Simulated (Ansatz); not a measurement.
# Cr (diamond type): how the settings move a single-point run

Question: which choices in the input matter for Cr (diamond type)?

Program: Ansatz 0.2.0. Level of theory: reference: DFT, PBEsol, all-electron LAPW, scalar-relativistic. These are calculated values, not measurements.

1 further run of the same task is left out (it didn't finish). Runs told in other sessions of the task aren't counted.

## Step 1: Starting point

It takes space group Fd-3m (No. 227, cubic). The conventional cell has a = 3.692 Å, b = 3.692 Å, c = 3.692 Å, α = 90.00°, β = 90.00°, γ = 90.00°. Cr (site symmetry -43m) has 4 Cr at 1.60 Å in its first shell of neighbours.

Coordinates:

```
CELL_PARAMETERS angstrom
0.00000 1.84581 1.84581
1.84581 0.00000 1.84581
1.84581 1.84581 0.00000
ATOMIC_POSITIONS crystal
Cr 0.87500 0.87500 0.87500
Cr 0.12500 0.12500 0.12500
```

## Step 2: The reference run

Contents of input.yaml:

```yaml
crystal:
  lattice:
    - [0.0, 1.8458146586, 1.8458146586]
    - [1.8458146586, 0.0, 1.8458146586]
    - [1.8458146586, 1.8458146586, 0.0]
  atoms:
    - { symbol: Cr, position: [-0.125, -0.125, -0.125], spin: 2.0 }
    - { symbol: Cr, position: [0.125, 0.125, 0.125], spin: 2.0 }
magnetization:
  spin_polarized: true
kpoints:
  mp_grid: { grid: [14, 14, 14] }
  band_path:
    path:
      - [0.0, 0.0, 0.0]
      - [0.5, 0.0, 0.5]
      - [0.625, 0.25, 0.625]
      - [0.375, 0.375, 0.75]
      - [0.0, 0.0, 0.0]
      - [0.5, 0.5, 0.5]
      - [0.5, 0.25, 0.75]
      - [0.5, 0.0, 0.5]
    npoints: 8
scf:
  occupations: { method: fermi_dirac, width: 0.08 }
hamiltonian:
  xc: pbesol
  pseudopotentials: { kind: all_electron, lapw: { basis_error: 0.001 } }
output:
  forces: true
  stress: true
  eigenvalues: true
  populations: true
  dos: { projected: true, de: 0.2, e_range: [-14, 8] }
```

On the command line:

```console
$ ansatz run input.yaml --threads 1 --pin off --max-ram 3072MiB --backend cpu --events-out ev --progress --plain --runs-dir out
```

## Step 3: Variant: occupations.method tetrahedron_uncorrected, width left out

input.yaml, as its differences from that of step 2:

```diff
@@ -24,3 +24,3 @@
 scf:
-  occupations: { method: fermi_dirac, width: 0.08 }
+  occupations: { method: tetrahedron_uncorrected }
 hamiltonian:
@@ -33,2 +33 @@
   populations: true
-  dos: { projected: true, de: 0.2, e_range: [-14, 8] }
```

Q: Predict the outcome of this session. Wanted: for each run, ending; energy change; pressure; gap; force.

The runs gave:

```tsv
run	ending	energy change	pressure (GPa)	gap (eV)	force (eV/Å)	cycles	time
reference	converged	0	730.8	0.00	0.00	9	1.7 min
1: occupations.method tetrahedron_uncorrected, width left out	converged	+36.7 meV/atom (σ→0)	731.5	0.00	0.00	14	2.2 min
```

Times don't compare one to one where runs were asked for different outputs or read a saved state (see the inputs); cycles may leave out searches for a lower state.

Residual by cycle in the longest SCF loop of each run; runs are numbered as in the table. The quantity is the density residual dr2, in eV.

```tsv
cycle	reference	run 1
1	0.297	0.389
2	0.152	0.166
3	0.0213	0.0179
5	8.9e-6	3.1e-5
6	2.5e-7	6.8e-7
7	6.9e-9	1.1e-6
8	3.0e-10	1.7e-6
9	1.5e-13	6.6e-7
10	-	3.2e-7
12	-	1.4e-8
13	-	6.8e-11
14	-	1.5e-13
```

What this shows: Changing the smearing moves the energy by +36.7 meV/atom (σ→0 values), and the pressure goes from 730.8 to 731.5 GPa. The structure is not at rest: the sound run finds 731 GPa, so these are no properties of the relaxed crystal. 
